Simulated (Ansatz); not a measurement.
The system is TiPd2.

```xyz
3
Lattice="-1.5462 1.7075 4.3256 1.5462 -1.7075 4.3256 1.5462 1.7075 -4.3256" Properties=species:S:1:pos:R:3 pbc="T T T"
Pd    0.0000    0.0000    2.9617
Pd    0.0000    0.0000    5.6895
Ti    0.0000    0.0000    0.0000
```

The cell comes from a database or a generator and needn't be the stable form of this composition.

Base run:

* Program: Ansatz 0.2.0
* Functional: LDA
* Potentials or basis: all-electron LAPW, scalar-relativistic
* Cutoff: 252 eV
* Density cutoff: 1009 eV
* Basis error allowed: 0.002 eV/atom
* k mesh: 11 × 11 × 11
* Occupations: fermi-dirac, width 0.05 eV
* Spin: no spin polarisation

Its results: pressure -9.4 GPa.

**Question.** The run is repeated on the same cell with these changes: functional from LDA to PBEsol. What comes out?

**Answer.** Pressure -4.2 GPa.

PBEsol binds less tightly than LDA, so the same cell stands under more pressure.

Not every run made on this cell is shown here.
